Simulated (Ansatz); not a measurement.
# F₂H₇N₃Si₂: up Jacob's ladder to CCSD(T)

The task here is to estimate one member of a computed series from the others.

Program: Ansatz 0.2.0, Gaussian basis. Level of theory: functionals in def2-TZVPP, the program's frozen cores in correlated methods. These are calculated values, not measurements.

The runs, in order: PBE-D4, r2SCAN-D4, PBE0-D4, B3LYP-D4, ωB97X-V, ωB97M-V, B2PLYP; CCSD(T)/def2-TZVPP; MP2/def2-QZVPP; extrapolation to the limit.

### Structure used throughout

All runs share one geometry, relaxed beforehand with PBE0-D4 in a triple-zeta def2 set.

SMILES `N[Si@H](F)N[Si@@H](N)F`, 14 atoms, charge 0, spin multiplicity 1.

Atoms are counted from 1 here; the program's logs count them from 0.

Bond lengths: N1–Si2 1.703 Å, N1–H8 1.007 Å, N1–H9 1.007 Å, Si2–F3 1.602 Å, Si2–N4 1.711 Å, Si2–H10 1.477 Å, N4–Si5 1.709 Å, N4–H11 1.011 Å, Si5–N6 1.695 Å, Si5–F7 1.599 Å, Si5–H12 1.482 Å, N6–H13 1.005 Å, N6–H14 1.006 Å. Angles: Si2–N1–H8 119.9°, Si2–N1–H9 120.5°, H8–N1–H9 111.5°, N1–Si2–F3 104.7°, N1–Si2–N4 107.8°, N1–Si2–H10 118.2°, F3–Si2–N4 112.8°, F3–Si2–H10 104.9°, N4–Si2–H10 108.5°, Si2–N4–Si5 129.1°, Si2–N4–H11 114.9°, Si5–N4–H11 115.8°, N4–Si5–N6 108.2°, N4–Si5–F7 113.7°, N4–Si5–H12 107.2°, N6–Si5–F7 104.9°, N6–Si5–H12 118.4°, F7–Si5–H12 104.5° and more.

The first run:

in.yaml

```yaml
crystal:
  periodic: [false, false, false]
  atoms:
    - {symbol: N, position_ang: [0.400208, 2.513586, -1.062557]}
    - {symbol: Si, position_ang: [-0.214607, 1.295625, -0.044056]}
    - {symbol: F, position_ang: [-0.018901, 1.868939, 1.438594]}
    - {symbol: N, position_ang: [0.687830, -0.130410, -0.328495]}
    - {symbol: Si, position_ang: [0.247518, -1.758425, -0.049268]}
    - {symbol: N, position_ang: [-0.737744, -1.812899, 1.328742]}
    - {symbol: F, position_ang: [-0.642311, -2.392536, -1.216856]}
    - {symbol: H, position_ang: [0.251899, 3.482914, -0.833356]}
    - {symbol: H, position_ang: [0.444302, 2.373015, -2.058487]}
    - {symbol: H, position_ang: [-1.651395, 0.966283, -0.137261]}
    - {symbol: H, position_ang: [1.638127, 0.021600, -0.639554]}
    - {symbol: H, position_ang: [1.494799, -2.558183, -0.056371]}
    - {symbol: H, position_ang: [-1.393810, -2.557657, 1.489638]}
    - {symbol: H, position_ang: [-0.505904, -1.311853, 2.169295]}
basis:
  gaussian: {orbitals: def2-TZVPP}
hamiltonian: {xc: pbe, dispersion: d4}
output: {forces: true, orbitals: {seedname: orbitals}}
```

On the command line:

```console
$ ansatz run in.yaml --threads 2 --pin off --events-out ev --progress --plain --max-ram 22528MiB --backend cuda --devices 0, --max-vram 18GiB
```

Among the steps run: PBE-D4 (GGA); r2SCAN-D4 (meta-GGA); PBE0-D4 (hybrid); B3LYP-D4 (hybrid); ωB97X-V (range-separated); ωB97M-V (range-separated); B2PLYP (double hybrid); CCSD(T) in def2-TZVPP; MP2 in def2-QZVPP.

One table of the session follows, with a row left open; its other results are not shown here.

It belongs to the step «Atomisation energies». 

| method | atomisation energy (eV) |
| --- | --- |
| PBE-D4 | 55.642 |
| r2SCAN-D4 | ? |
| PBE0-D4 | 54.516 |
| B3LYP-D4 | 55.113 |
| ωB97X-V | 55.406 |
| ωB97M-V | 55.368 |
| B2PLYP | 54.503 |
| HF/def2-TZVPP | 38.775 |
| MP2/def2-TZVPP | 54.506 |
| CCSD/def2-TZVPP | 52.554 |
| CCSD(T)/def2-TZVPP | 53.351 |
| MP2/CBS | 56.445 |
| CCSD(T)/CBS | 55.291 |

Estimate the missing values for r2SCAN-D4.

As computed: atomisation energy (eV): 54.782. In the column «atomisation energy (eV)» it lies between PBE0-D4 (54.516) and B3LYP-D4 (55.113).

Caveats from the session: Free atoms (3 N, 2 Si, 2 F, 7 H) were run apart at each level; the atomisation energy is their sum less the molecule, without zero-point or spin-orbit terms.
